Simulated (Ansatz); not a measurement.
# CH8Ge2: the cost of one run

Method: RKS PBE-D4/def2-SVP, in Ansatz 0.2.0.

## Step 1: The structure to begin with

Bond lengths: Ge1–Ge2 2.400 Å, Ge2–H3 1.550 Å, Ge2–H4 1.550 Å, Ge2–H5 1.550 Å, Ge1–H6 1.550 Å, Ge1–H7 1.549 Å, Ge1–C8 1.959 Å, C8–H9 1.110 Å, C8–H10 1.110 Å, C8–H11 1.110 Å. Angles (14 of 18 angles, heavy atoms first): Ge2–Ge1–C8 109.5°, Ge1–Ge2–H3 109.5°, Ge1–Ge2–H4 109.5°, Ge1–Ge2–H5 109.5°, Ge2–Ge1–H6 109.5°, Ge2–Ge1–H7 109.5°, H6–Ge1–C8 109.5°, H7–Ge1–C8 109.5°, Ge1–C8–H9 109.5°, Ge1–C8–H10 109.5°, Ge1–C8–H11 109.5°, H3–Ge2–H4 109.4°, H3–Ge2–H5 109.4°, H4–Ge2–H5 109.4°.

As a file:

```xyz
11

Ge    0.0000    0.0000    0.0000
Ge    0.0000    0.0000    2.4000
H    -1.3958   -0.4318    2.9174
H     1.0719   -0.9929    2.9174
H     0.3240    1.4247    2.9174
H     1.4616    0.0000   -0.5162
H    -0.7300    1.2648   -0.5162
C    -0.9232   -1.5994   -0.6527
H    -1.4228   -2.1111    0.1962
H    -1.6833   -1.3066   -1.4068
H    -0.1873   -2.2880   -1.1178
```

## Step 2: Relaxing the start

The input, input.yaml:

```yaml
crystal:
  periodic: [false, false, false]
  atoms:
    - { symbol: Ge, position_ang: [0.0, 0.0, 0.0] }
    - { symbol: Ge, position_ang: [0.0, 0.0, 2.4] }
    - { symbol: H, position_ang: [-1.3958, -0.4318, 2.9174] }
    - { symbol: H, position_ang: [1.0719, -0.9929, 2.9174] }
    - { symbol: H, position_ang: [0.324, 1.4247, 2.9174] }
    - { symbol: H, position_ang: [1.4616, 0.0, -0.5162] }
    - { symbol: H, position_ang: [-0.73, 1.2648, -0.5162] }
    - { symbol: C, position_ang: [-0.9232, -1.5994, -0.6527] }
    - { symbol: H, position_ang: [-1.4228, -2.1111, 0.1962] }
    - { symbol: H, position_ang: [-1.6833, -1.3066, -1.4068] }
    - { symbol: H, position_ang: [-0.1873, -2.288, -1.1178] }
basis:
  gaussian: { orbitals: def2-SVP }
hamiltonian:
  xc: pbe
  dispersion: d4
relax:
  f_tol: 0.02
  max_steps: 40
```

Started as:

```bash
> ansatz run input.yaml --threads 2 --pin off --max-ram 3072MiB --backend cpu --events-out ev --progress --plain --runs-dir out
```

What time and memory should one allow on 2 threads of Arm Neoverse V2, shared host?

About 31 s, with a peak of 0.17 GiB.
